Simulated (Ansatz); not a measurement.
**CH₄Ge (singlet): from Hartree-Fock to the top rungs at a displaced geometry (v1), cc-pVDZ**

The task here is to estimate one member of a computed series from the others.

Method: cc-pVDZ, core rule «outside noble gas», up to 15 orbitals frozen; program: Ansatz 0.2.0, Gaussian basis.

The runs, in order: UHF; CCSD(T) on RHF; CCSD(T) on UHF; BCCD(T) on RHF; CISD; CCSDT(Q) on RHF; CASSCF and MRCISD+Q, 8 electrons in 8 orbitals; CASSCF and NEVPT2, 8 electrons in 8 orbitals.

9 further runs of the same task are left out: 1 for a mislabelled method, 2 that didn't finish, 6 set aside as unsound or not needed.

## The system

The geometry is a PBE0/def2-TZVP stationary point (not a proven minimum) with its atoms shifted at random (size 0.040 Å). No spin-orbit coupling is included. The filled d shell of Ge may be among the frozen orbitals whatever the setting's name suggests; the logs give the count.

6 atoms, charge 0, spin multiplicity 1.

Atoms are counted from 1 here; the program's logs count them from 0.

Bond lengths: Ge1–C2 2.000 Å, Ge1–H3 1.641 Å, C2–H4 1.100 Å, C2–H5 1.050 Å, C2–H6 1.131 Å. Angles: C2–Ge1–H3 91.7°, Ge1–C2–H4 113.7°, Ge1–C2–H5 113.9°, Ge1–C2–H6 110.1°, H4–C2–H5 111.3°, H4–C2–H6 105.4°, H5–C2–H6 101.4°.

Set-up of the first run:

in.yaml reads:

```yaml
crystal:
  periodic: [false, false, false]
  atoms:
    - {symbol: Ge, position_ang: [0.001714, -0.026385, 0.352447]}
    - {symbol: C, position_ang: [0.000881, 0.010799, -1.647701]}
    - {symbol: H, position_ang: [0.048845, 1.611875, 0.430684]}
    - {symbol: H, position_ang: [-0.053932, -0.986179, -2.108573]}
    - {symbol: H, position_ang: [0.779844, 0.580071, -2.062598]}
    - {symbol: H, position_ang: [-0.908767, 0.567052, -2.025413]}
basis:
  gaussian: {orbitals: cc-pVDZ}
magnetization: {spin_polarized: true, initial_magnetization: 0}
hamiltonian: {xc: hf}
output: {orbitals: {seedname: orbitals}}
```

Command:

```console
$ ansatz run in.yaml --threads 1 --pin off --events-out ev --progress --plain --max-ram 2176MiB
```

Among the steps run: UHF; CCSD(T) on RHF; CCSD(T) on UHF; BCCD(T) on RHF; CISD; CCSDT(Q) on RHF; CASSCF and MRCISD+Q, 8 electrons in 8 orbitals; CASSCF and NEVPT2, 8 electrons in 8 orbitals.

One table of the session follows, with a row left open; its other results are not shown here.

```
           method  from RCCSDT(Q) (kJ/mol)
              RHF                   +720.7
              UHF                   +718.9
             RMP2                   +120.5
             CISD                    +83.8
            RCCSD                    +21.6
         RCCSD(T)                        ?
          BCCD(T)                     +3.1
           RCCSDT                     +1.1
        RCCSDT(Q)                        0
  CASSCF frontier                   +499.3
  MRCISD frontier                    +43.7
MRCISD+Q frontier                     +1.5
```

Estimate the missing values for RCCSD(T).

**Answer.** from RCCSDT(Q) (kJ/mol): +3.2. In the column «from RCCSDT(Q) (kJ/mol)» it lies between BCCD(T) (+3.1) and RCCSD (+21.6).

Not comparable, so not listed: CCSD(T) on UHF; CASSCF and NEVPT2, 8 electrons in 8 orbitals (they don't share determinant, frozen orbitals or solution with the rows shown, or repeat one).

Caveats from the session: Warnings: restricted reference is unstable; spin contamination. Warnings in the runs' records: passed over end.
